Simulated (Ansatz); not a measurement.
Geometry optimisation, Ansatz, DFT PBE, scalar-relativistic, plane waves, PAW.

Input:

```yaml
crystal:
  lattice:
    - [-2.4605, 4.261711, 5.4163]
    - [4.921, 0.0, 5.4163]
    - [4.921, 8.523422, 0.0]
  atoms:
    - { symbol: Si, position: [0.18176667, 0.65156667, 0.90911667] }
    - { symbol: Si, position: [0.31823333, 0.84843333, 0.07578333] }
    - { symbol: Si, position: [0.25, 0.25, 0.1401] }
    - { symbol: O, position: [0.28316675, 0.43076675, 0.99216663] }
    - { symbol: O, position: [0.21683325, 0.06923325, 0.09913338] }
    - { symbol: O, position: [0.73118342, 0.31608342, 0.20820829] }
    - { symbol: O, position: [0.44344992, 0.17594992, 0.20447504] }
    - { symbol: O, position: [0.05655008, 0.32405008, 0.26417496] }
    - { symbol: O, position: [0.76881659, 0.18391658, 0.98184171] }
    - { symbol: Si, position: [0.18176667, 0.65156667, 0.40911667] }
    - { symbol: Si, position: [0.31823333, 0.84843333, 0.57578333] }
    - { symbol: Si, position: [0.25, 0.25, 0.6401] }
    - { symbol: O, position: [0.28316675, 0.43076675, 0.49216663] }
    - { symbol: O, position: [0.21683325, 0.06923325, 0.59913338] }
    - { symbol: O, position: [0.73118342, 0.31608342, 0.70820829] }
    - { symbol: O, position: [0.44344992, 0.17594992, 0.70447504] }
    - { symbol: O, position: [0.05655008, 0.32405008, 0.76417496] }
    - { symbol: O, position: [0.76881658, 0.18391658, 0.48184171] }
    - { symbol: Si, position: [0.68176667, 0.15156667, 0.15911667] }
    - { symbol: Si, position: [0.81823333, 0.34843333, 0.32578333] }
    - { symbol: Si, position: [0.75, 0.75, 0.3901] }
    - { symbol: O, position: [0.78316675, 0.93076675, 0.24216663] }
    - { symbol: O, position: [0.71683325, 0.56923325, 0.34913338] }
    - { symbol: O, position: [0.23118342, 0.81608342, 0.45820829] }
    - { symbol: O, position: [0.94344992, 0.67594992, 0.45447504] }
    - { symbol: O, position: [0.55655008, 0.82405008, 0.51417496] }
    - { symbol: O, position: [0.26881658, 0.68391658, 0.23184171] }
    - { symbol: Si, position: [0.68176667, 0.15156667, 0.65911667] }
    - { symbol: Si, position: [0.81823334, 0.34843333, 0.82578334] }
    - { symbol: Si, position: [0.75, 0.75, 0.8901] }
    - { symbol: O, position: [0.78316675, 0.93076675, 0.74216663] }
    - { symbol: O, position: [0.71683325, 0.56923325, 0.84913338] }
    - { symbol: O, position: [0.23118342, 0.81608342, 0.95820829] }
    - { symbol: O, position: [0.94344992, 0.67594991, 0.95447504] }
    - { symbol: O, position: [0.55655008, 0.82405008, 0.01417496] }
    - { symbol: O, position: [0.26881658, 0.68391658, 0.73184171] }
    - { symbol: O, position: [0.0498721, 0.91689791, 0.28254226], spin: 1.0 }
magnetization:
  spin_polarized: true
basis:
  ecutwfc: 420.0
kpoints:
  mp_grid: { grid: [2, 2, 2] }
hamiltonian:
  xc: pbe
  pseudopotentials: { kind: paw, azcp: { folder: soft_1 } }
scf:
  occupations: { method: fermi_dirac, width: 0.05 }
  lower_state_search: "off"
relax:
  f_tol: 0.03
  max_steps: 60
  adjacent_minimum: "off"
output:
  write_density: true
  write_potential: true
  elf: true
  volumetric_format: npy
```

Launched with:

```bash
$ ansatz run input.yaml --threads 4 --pin off --max-ram 10240MiB --backend cpu --events-out ev --progress --plain --runs-dir out
```

Question: Where does it end, and by what steps?

Answer: The forces met the threshold. Limits of this set-up: a small cell, in which the defect meets its images, a typed lattice constant that wasn't relaxed here. After 13 steps the energy has fallen by 1.971 eV; O37 moved furthest, 0.59 Å.

```csv
step,energy less start (eV),largest force component (eV/Å),accepted
0,0.0000,3.162,yes
1,-0.6225,2.004,yes
2,-1.4634,1.554,yes
3,-1.7322,0.492,yes
4,-1.8285,0.488,yes
5,-1.8783,0.267,yes
6,-1.9044,0.475,yes
7,-1.9486,0.255,yes
8,-1.9575,0.226,yes
9,-1.9680,0.153,yes
10,-1.9574,0.213,no
11,-1.9703,0.053,yes
12,-1.9692,0.071,no
13,-1.9708,0.011,yes
```

```xyz
37
Lattice="-2.4605 4.2617 5.4163 4.9210 0.0000 5.4163 4.9210 8.5234 0.0000" Properties=species:S:1:pos:R:3
Si 7.214 8.543 4.526
Si 3.720 1.999 6.345
Si 1.338 2.280 2.703
O 6.267 9.700 3.895
O 0.310 1.756 1.531
O 0.738 4.838 5.684
O 0.794 3.689 3.294
O 2.834 2.465 2.107
O 3.816 11.596 5.107
Si 4.762 4.140 4.557
Si 6.214 6.342 6.369
Si 3.785 6.460 2.719
O 3.820 5.338 3.879
O 2.766 5.995 1.520
O 3.306 9.083 5.666
O 3.275 7.897 3.299
O 5.252 6.724 2.066
O 1.436 7.320 5.121
Si -0.173 4.242 4.482
Si 1.325 6.217 6.297
Si 3.744 6.516 8.073
O 3.774 5.375 9.245
O 2.815 5.925 6.881
O 5.507 5.021 5.752
O 3.092 7.925 8.583
O 5.251 6.858 7.574
O 3.628 3.122 5.172
Si 2.349 8.492 4.493
Si 3.792 10.490 6.305
Si 6.223 10.770 8.163
O 6.266 9.637 9.330
O 5.273 10.275 6.939
O 8.159 9.106 5.722
O 5.687 12.174 8.773
O 2.802 2.481 7.591
O 6.239 7.422 5.164
O 6.170 3.060 5.296
```

Whether the end is a true minimum wasn't checked by a vibrational analysis.

The run took 7.2 min on 4 threads of Intel(R) Xeon(R) Processor @ 2.50GHz (Skylake/Cascade Lake), with other jobs on the host, peak memory 1.9 GiB.
